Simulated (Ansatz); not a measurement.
# C3H11FSi2: rotation by 120° about the C2–Si5 bond, part 3 of 3

Wanted: the energy profile along the rotation by 120° about the C2–Si5 bond, from relaxed end points and a band of images. SMILES of the start: CC(C)(F)[SiH2][SiH3].

Ansatz 0.2.0; RKS B3LYP-D4/6-31G*. The steps go on from the part before.

## 5. The band, image by image

The 5 inner images lie between the fixed ends 0 and 6. Energy is taken from image 0, and the path length is the program's own coordinate along the band.

```
image  path (Å)  energy (eV)  dihedral F4–C2–Si5–Si6 (°)  band force (eV/Å)
    0     0.000       0.0000                         -44                  -
    1     0.892       0.0132                         -29              0.016
    2     1.784       0.0355                         -14              0.022
   3*     2.676       0.0454                           0              0.024
    4     3.577       0.0346                          15              0.020
    5     4.478       0.0120                          30              0.015
    6     5.379       0.0001                          45                  -
```

The star marks the climbing image.

image, energy (eV) and a bar:
```
        0      0.000 
        1      0.013 #########
        2      0.036 ########################
        3      0.045 ##############################
        4      0.035 #######################
        5      0.012 ########
        6      0.000
```

The top of the band by iteration:

```
iteration  highest image above image 0 (eV)  largest band force (eV/Å)
        1                            0.1132                      0.476
        2                            0.0607                      0.165
        3                            0.0460                      0.051
        4                            0.0454                      0.024
```

The band as a trajectory file:

```xyz
17
image=0 dE=0.0000
C    -1.301   -1.104   -0.302
C    -0.021   -0.677    0.406
C     0.835   -1.869    0.813
F    -0.418   -0.024    1.616
Si    0.957    0.680   -0.547
Si   -0.240    2.687   -0.368
H    -1.873   -1.782    0.342
H    -1.071   -1.628   -1.236
H    -1.936   -0.244   -0.538
H     1.200   -2.405   -0.071
H     1.701   -1.549    1.402
H     0.245   -2.568    1.419
H     2.309    0.818    0.064
H     1.139    0.268   -1.970
H    -1.679    2.448   -0.670
H     0.270    3.707   -1.327
H    -0.135    3.239    1.008
17
image=1 dE=0.0132
C    -1.272   -1.247   -0.401
C    -0.084   -0.674    0.361
C     0.820   -1.764    0.923
F    -0.618    0.026    1.488
Si    0.876    0.664   -0.645
Si   -0.160    2.731   -0.270
H    -1.851   -1.911    0.254
H    -0.935   -1.825   -1.267
H    -1.940   -0.455   -0.757
H     1.295   -2.332    0.115
H     1.609   -1.335    1.548
H     0.235   -2.461    1.536
H     2.294    0.705   -0.189
H     0.878    0.298   -2.092
H    -1.624    2.638   -0.523
H     0.404    3.773   -1.175
H     0.053    3.169    1.135
17
image=2 dE=0.0355
C    -1.230   -1.395   -0.483
C    -0.150   -0.673    0.313
C     0.790   -1.642    1.020
F    -0.823    0.053    1.344
Si    0.787    0.654   -0.736
Si   -0.066    2.762   -0.176
H    -1.799   -2.062    0.177
H    -0.786   -1.997   -1.284
H    -1.930   -0.686   -0.937
H     1.362   -2.231    0.295
H     1.499   -1.106    1.658
H     0.215   -2.333    1.650
H     2.248    0.589   -0.444
H     0.613    0.361   -2.189
H    -1.539    2.810   -0.380
H     0.557    3.812   -1.031
H     0.232    3.082    1.245
17
image=3 dE=0.0454
C    -1.170   -1.540   -0.551
C    -0.215   -0.673    0.260
C     0.743   -1.506    1.103
F    -1.025    0.060    1.182
Si    0.695    0.650   -0.821
Si    0.035    2.773   -0.085
H    -1.719   -2.219    0.114
H    -0.623   -2.142   -1.285
H    -1.899   -0.926   -1.090
H     1.403   -2.105    0.466
H     1.370   -0.867    1.734
H     0.179   -2.184    1.754
H     2.172    0.476   -0.696
H     0.350    0.452   -2.259
H    -1.433    2.950   -0.235
H     0.716    3.827   -0.892
H     0.402    2.973    1.342
17
image=4 dE=0.0346
C    -1.091   -1.677   -0.606
C    -0.278   -0.675    0.203
C     0.681   -1.359    1.170
F    -1.215    0.046    1.005
Si    0.596    0.651   -0.900
Si    0.142    2.765    0.002
H    -1.617   -2.367    0.066
H    -0.443   -2.264   -1.267
H    -1.836   -1.167   -1.226
H     1.422   -1.955    0.627
H     1.216   -0.628    1.785
H     0.124   -2.026    1.840
H     2.063    0.379   -0.948
H     0.083    0.561   -2.297
H    -1.311    3.064   -0.084
H     0.881    3.815   -0.756
H     0.565    2.836    1.427
17
image=5 dE=0.0120
C    -0.996   -1.798   -0.648
C    -0.336   -0.678    0.145
C     0.601   -1.211    1.222
F    -1.389    0.012    0.822
Si    0.491    0.658   -0.974
Si    0.252    2.736    0.081
H    -1.504   -2.494    0.032
H    -0.252   -2.361   -1.224
H    -1.738   -1.399   -1.347
H     1.424   -1.779    0.774
H     1.031   -0.398    1.817
H     0.052   -1.875    1.900
H     1.925    0.310   -1.196
H    -0.180    0.673   -2.304
H    -1.174    3.157    0.077
H     1.050    3.778   -0.627
H     0.724    2.667    1.491
17
image=6 dE=0.0001
C    -0.901   -1.895   -0.675
C    -0.392   -0.682    0.092
C     0.512   -1.075    1.255
F    -1.540   -0.044    0.662
Si    0.371    0.674   -1.041
Si    0.377    2.693    0.150
H    -1.396   -2.595    0.010
H    -0.072   -2.422   -1.162
H    -1.621   -1.602   -1.445
H     1.411   -1.585    0.891
H     0.823   -0.201    1.835
H    -0.023   -1.757    1.927
H     1.749    0.274   -1.454
H    -0.458    0.793   -2.273
H    -1.001    3.240    0.264
H     1.235    3.712   -0.518
H     0.908    2.470    1.523
```

## 6. Frequencies at the highest image

The geometry is the highest inner image of the first converged band.

input.yaml

```yaml
crystal:
  periodic: [false, false, false]
  atoms:
    - { symbol: C, position_ang: [-1.170156, -1.539952, -0.551044] }
    - { symbol: C, position_ang: [-0.215157, -0.673344, 0.260209] }
    - { symbol: C, position_ang: [0.743444, -1.505509, 1.102649] }
    - { symbol: F, position_ang: [-1.024761, 0.059801, 1.181726] }
    - { symbol: Si, position_ang: [0.695287, 0.650024, -0.820944] }
    - { symbol: Si, position_ang: [0.035467, 2.773233, -0.085007] }
    - { symbol: H, position_ang: [-1.718537, -2.21857, 0.113935] }
    - { symbol: H, position_ang: [-0.623151, -2.141808, -1.284988] }
    - { symbol: H, position_ang: [-1.898905, -0.926133, -1.090451] }
    - { symbol: H, position_ang: [1.402677, -2.105405, 0.465766] }
    - { symbol: H, position_ang: [1.369904, -0.867292, 1.734347] }
    - { symbol: H, position_ang: [0.178938, -2.184313, 1.753789] }
    - { symbol: H, position_ang: [2.171721, 0.476404, -0.695564] }
    - { symbol: H, position_ang: [0.349897, 0.452312, -2.258748] }
    - { symbol: H, position_ang: [-1.43338, 2.949965, -0.235339] }
    - { symbol: H, position_ang: [0.716184, 3.826643, -0.892278] }
    - { symbol: H, position_ang: [0.40163, 2.973345, 1.342341] }
basis:
  gaussian: { orbitals: "6-31G*" }
hamiltonian:
  xc: b3lyp
  dispersion: d4
phonons: {}
```

Started as:

```console
> ansatz run input.yaml --threads 2 --pin off --max-ram 3072MiB --backend cpu --events-out ev --progress --plain --runs-dir out
```

What it wrote (excerpt; [...] marks lines left out):

```text
Warning: RAYON_NUM_THREADS=2 ignored (pool sized by the plan → 2); use --threads N
[...]
Functional definition: B3LYP
[...]
1353 factors; integrals over basis functions are off by at most 7.7e-4 eV
[...]
mean field -21762.61273632 eV, -799.7612668309 hartree, gradient 4.7e-5 eV, S^2 0.000000; 0 other end points of the search recorded, 0 dependent functions left out
[...]
reference -21762.61302310 eV, -799.7612773701 hartree; 33, 33 occupied and 87, 87 virtual orbitals, 1353 factors
[...]
WARN: phonons: modes at or below zero, which the zero-point energy, F, S and C_V leave out: 1, the lowest at -45.20 cm⁻¹. A minimum has none, and a first-order saddle one
[...]
Atom 11 at     0.178938    -2.184313     1.753789 Å, force    -0.002541     0.001273     0.000288 eV/Å
Atom 12 at     2.171721     0.476404    -0.695564 Å, force    -0.001651    -0.004820    -0.000781 eV/Å
Atom 13 at     0.349897     0.452312    -2.258748 Å, force     0.000935    -0.004174     0.001367 eV/Å
Atom 14 at    -1.433380     2.949965    -0.235339 Å, force    -0.000749    -0.007243     0.000718 eV/Å
Atom 15 at     0.716184     3.826643    -0.892278 Å, force    -0.005679     0.007395     0.006568 eV/Å
Atom 16 at     0.401630     2.973345     1.342341 Å, force    -0.000595    -0.007395     0.000963 eV/Å
Dipole moment:     0.130655    -0.305253    -0.145160 e Å
[...]
```

Run time: 6.1 min. Hardware: 2 threads of Arm Neoverse V1, shared host; peak memory 0.32 GiB.

Of 45 modes, 1 is imaginary by more than 30 cm⁻¹ (45i cm⁻¹).

## 7. Another band, settings changed

crystal.atoms is end A as relaxed above, and neb.final_atoms is end B, turned to lie on A. With 3 inner images the band has 5 in all.

input.yaml

```yaml
crystal:
  periodic: [false, false, false]
  atoms:
    - { symbol: C, position_ang: [-1.301016, -1.103514, -0.302296] }
    - { symbol: C, position_ang: [-0.020978, -0.676527, 0.405978] }
    - { symbol: C, position_ang: [0.835483, -1.868706, 0.81334] }
    - { symbol: F, position_ang: [-0.418122, -0.024202, 1.61564] }
    - { symbol: Si, position_ang: [0.957344, 0.680001, -0.546965] }
    - { symbol: Si, position_ang: [-0.240421, 2.68689, -0.367914] }
    - { symbol: H, position_ang: [-1.873425, -1.782116, 0.341934] }
    - { symbol: H, position_ang: [-1.070764, -1.627756, -1.236233] }
    - { symbol: H, position_ang: [-1.936048, -0.243726, -0.538366] }
    - { symbol: H, position_ang: [1.199523, -2.404675, -0.070508] }
    - { symbol: H, position_ang: [1.700662, -1.549083, 1.401734] }
    - { symbol: H, position_ang: [0.245078, -2.567522, 1.419192] }
    - { symbol: H, position_ang: [2.309267, 0.817698, 0.063657] }
    - { symbol: H, position_ang: [1.138775, 0.268272, -1.970426] }
    - { symbol: H, position_ang: [-1.679021, 2.447768, -0.669635] }
    - { symbol: H, position_ang: [0.269659, 3.707336, -1.326831] }
    - { symbol: H, position_ang: [-0.134894, 3.239263, 1.008098] }
basis:
  gaussian: { orbitals: "6-31G*" }
hamiltonian:
  xc: b3lyp
  dispersion: d4
neb:
  order_check: false
  images: 3
  f_tol: 0.05
  max_iterations: 60
  initial_path: idpp
  climbing: false
  final_atoms:
    - { symbol: C, position_ang: [-0.95980998, -1.88625073, -0.61730819] }
    - { symbol: C, position_ang: [-0.38829309, -0.67987933, 0.11703002] }
    - { symbol: C, position_ang: [0.5959475, -1.08524807, 1.20752537] }
    - { symbol: F, position_ang: [-1.48706416, -0.03942086, 0.77299559] }
    - { symbol: Si, position_ang: [0.29712459, 0.67835964, -1.06174386] }
    - { symbol: Si, position_ang: [0.40242209, 2.69024861, 0.13640867] }
    - { symbol: H, position_ang: [-1.40665522, -2.58732536, 0.09889093] }
    - { symbol: H, position_ang: [-0.17214865, -2.41438847, -1.16678379] }
    - { symbol: H, position_ang: [-1.73263228, -1.58410447, -1.33060923] }
    - { symbol: H, position_ang: [1.46266086, -1.59790165, 0.77596152] }
    - { symbol: H, position_ang: [0.95457633, -0.21617459, 1.76811706] }
    - { symbol: H, position_ang: [0.10830201, -1.76808566, 1.91413054] }
    - { symbol: H, position_ang: [1.63826664, 0.27266637, -1.57714624] }
    - { symbol: H, position_ang: [-0.61918519, 0.80921213, -2.22900346] }
    - { symbol: H, position_ang: [-0.96006948, 3.24372585, 0.35416748] }
    - { symbol: H, position_ang: [1.21523543, 3.70811628, -0.58770304] }
    - { symbol: H, position_ang: [1.03242459, 2.45585133, 1.46546963] }
```

Started as:

```console
> ansatz run input.yaml --threads 2 --pin off --max-ram 3072MiB --backend cpu --events-out ev --progress --plain --runs-dir out
```

What it wrote (excerpt; [...] marks lines left out):

```text
Warning: RAYON_NUM_THREADS=2 ignored (pool sized by the plan → 2); use --threads N
[...]
[... 1 set-up line as earlier in the session ...]
[...]
1352 factors; integrals over basis functions are off by at most 7.3e-4 eV
[...]
mean field -21762.65014578 eV, -799.7626416034 hartree, gradient 5.4e-5 eV, S^2 0.000000; 0 other end points of the search recorded, 0 dependent functions left out
[...]
Atom 13 at     0.344895     0.454147    -2.259381 Å, force     0.001296    -0.004196     0.001085 eV/Å
Atom 14 at    -1.431037     2.952969    -0.232872 Å, force    -0.000878    -0.007452     0.001115 eV/Å
Atom 15 at     0.719304     3.826802    -0.890625 Å, force    -0.005260     0.007150     0.006325 eV/Å
Atom 16 at     0.405236     2.972205     1.343482 Å, force    -0.000709    -0.007649     0.001348 eV/Å
Dipole moment:     0.130996    -0.305139    -0.144802 e Å
this run last wrote the band of iteration 4 to <dir>
```

Run time: 84 s. Hardware: 2 threads of Arm Neoverse V1, shared host; peak memory 0.32 GiB.

## 8. The band, image by image

Images 0 and 4 are the ends. Energies count from image 0; the path length is the program's own measure over all atoms.

```
image  path (Å)  energy (eV)  dihedral F4–C2–Si5–Si6 (°)  band force (eV/Å)
    0     0.000       0.0000                         -44                  -
    1     1.343       0.0250                         -22              0.019
    2     2.686       0.0454                           1              0.022
    3     4.030       0.0235                          23              0.018
    4     5.373       0.0001                          45                  -
```

image, energy (eV) and a bar:
```
        0      0.000 
        1      0.025 #################
        2      0.045 ##############################
        3      0.024 ################
        4      0.000
```

## 9. What came out

The summary covers parts 1 to 3.

```
                                quantity                                                                    value
                                   end A                                                 12 moves, 0.391 eV lower
                                   end B                                                 15 moves, 0.415 eV lower
            first band: barrier forwards                                                                 0.045 eV
           first band: barrier backwards                                                                 0.045 eV
first band: second end relative to first                                                                 0.000 eV
               first band: highest image                                                    3 of 0 to 6, climbing
             first band: band iterations                                                                        4
              imaginary modes at the top                                                                 45i cm⁻¹
                             second band  top 0.045 eV above image 0, 4 iterations, 3 inner images, none climbing
             time, first and second band                                                         2.2 min and 84 s
```

In words: In the first band: the top lies 0.045 eV above the first end, or 1.8 kT at room temperature. The two ends lie within 1 meV of each other. The listed dihedral goes from -44° at end A through 0° at the highest image to 45° at end B; the relaxed ends differ by 88° in it rather than the 120° set up, and other torsions can move along the band as well. One imaginary mode, as a first-order saddle point has. The second band's top agrees with the first's to 1 meV, so the changed settings hardly move the height. These are electronic energies, with no zero-point or thermal terms.
